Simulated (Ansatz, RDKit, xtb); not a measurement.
# C4H4BN3: which of the isomers drawn lies lowest?

Which of a sample of isomers of C4H4BN3 is the most stable in the gas at 298.15 K, and what are its properties? The sample is small against all isomers, and the most stable one of this formula need not be in it.

The funnel: GFN2-xTB relaxations, single points with a density functional, relaxations at PBE0-D3(BJ)/def2-SVP, harmonic vibrations (at GFN2-xTB), and a last energy at a higher level. All values are calculated.

### Step 1. Drawing up candidates

Isomers were taken from a list of plausible structures; this is a sample, not all of them. That gives 12 candidates.

| label | SMILES | spin |
| --- | --- | --- |
| c102 | Bn1nccc1C#N | singlet |
| c257 | Bc1n[nH]cc1C#N | singlet |
| c260 | Bc1cn[nH]c1C#N | singlet |
| c314 | Bc1cnn(C#N)c1 | singlet |
| c432 | Bn1ccc(C#N)n1 | singlet |
| c522 | Bc1ccn(C#N)n1 | singlet |
| c620 | Bc1[nH]ncc1C#N | singlet |
| c733 | Bc1cc(C#N)[nH]n1 | singlet |
| c754 | Bc1c[nH]nc1C#N | singlet |
| c888 | Bc1ccnn1C#N | singlet |
| c991 | Bn1cc(C#N)cn1 | singlet |
| c998 | Bc1cc(C#N)n[nH]1 | singlet |

Candidates are built by distance geometry, with a force field where one applies, in up to four conformers (letters a to d).

**Question.** With final energies at CCSD(T)/def2-SVP + MP2/def2-TZVPP - MP2/def2-SVP, which structure will this search put lowest in free energy, and by what margin?

| quantity | value |
| --- | --- |
| lowest structure found | Bn1cc(C#N)cn1, singlet |
| next finalist | Bn1ccc(C#N)n1, singlet, 1.6 kcal/mol higher in G |
| share at equilibrium, among the finalists | 91.8 % |

`Bn1cc(C#N)cn1` comes out lowest. The margin, 1.6 kcal/mol, is modest. GFN2-xTB, HF/STO-3G, r2SCAN-D4/def2-SVP, PBE0-D3(BJ)/def2-SVP, HF/def2-SVP and MP2/def2-SVP already put its bonding pattern lowest among the structures in one piece. Lowest found is not proven lowest: the search is finite, and each finalist counts with one conformer. Only 12 drawn patterns were tried, so whole families of isomers are missing, and the result ranks this sample alone. The lowest isomer need not be the one that is made and kept in a bottle, which depends on barriers.
